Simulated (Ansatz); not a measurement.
# In2B: one candidate structure

Aim: relax In2B from this start, MoSi2 (C11b) type (I4/mmm, No. 139), and see where it ends.

Computed with Ansatz 0.2.0 (DFT PBE, scalar-relativistic, plane waves, PAW, unless a step's input says otherwise).

## Step 1: The starting structure

Symmetry: I4/mmm, No. 139, tetragonal system. The conventional cell has a = 3.508 Å, b = 3.508 Å, c = 8.606 Å, α = 90.00°, β = 90.00°, γ = 90.00°. In (site symmetry 4mm) is surrounded by 5 In at 2.84 to 2.88 Å and 5 B at 2.86 to 2.88 Å. B (site symmetry 4/mmm) is surrounded by 10 In at 2.86 to 2.88 Å.

As a file:

```xyz
3
Lattice="-1.7542 1.7542 4.3032 1.7542 -1.7542 4.3032 1.7542 1.7542 -4.3032" Properties=species:S:1:pos:R:3 pbc="T T T"
In    0.0000    0.0000    5.7233
In    0.0000    0.0000    2.8831
B     0.0000    0.0000    0.0000
```

(A quick probe on a coarse mesh, which set the mesh and smearing, is not shown.)

## Step 3: A loose first relaxation

Contents of input.yaml:

```yaml
crystal:
  lattice:
    - [-1.7541716207, 1.7541716207, 4.303202257]
    - [1.7541716207, -1.7541716207, 4.303202257]
    - [1.7541716207, 1.7541716207, -4.303202257]
  atoms:
    - { symbol: In, position: [0.665, 0.665, 0.0] }
    - { symbol: In, position: [0.335, 0.335, 0.0] }
    - { symbol: B, position: [0.0, 0.0, 0.0] }
basis:
  ecutwfc: 420
kpoints:
  mp_grid: { grid: [8, 8, 8] }
hamiltonian:
  xc: pbe
scf:
  occupations: { method: gaussian, width: 0.1 }
  lower_state_search: "off"
output:
  forces: true
  stress: true
  eigenvalues: true
relax:
  adjacent_minimum: "off"
  f_tol: 0.04
  max_steps: 70
  cell: { stress_tol: 0.4 }
```

Run with:

```bash
ansatz run input.yaml --threads 1 --pin off --max-ram 2560MiB --backend cpu --events-out ev --progress --plain --runs-dir out
```

The session goes on with these runs: the relaxation.

Before running it: what results should come out?

The runs gave:

Formation energies count from the elements, computed with the same settings in runs not shown here.

| quantity | value |
| --- | --- |
| cell (conventional) | a = 3.175 Å, b = 3.175 Å, c = 11.740 Å, α = 90.00°, β = 90.00°, γ = 90.00° |
| space group | I4/mmm (No. 139) |
| volume | 19.73 Å³/atom |
| gap on the mesh | none (metal) |
| formation energy from the elements | +0.935 eV/atom |

The space group stayed I4/mmm, and from the first guess the volume went from 17.66 to 19.73 Å³/atom. The formation energy of +0.93 eV/atom is positive, so the elements lie lower than this structure; another structure of the compound can lie lower.
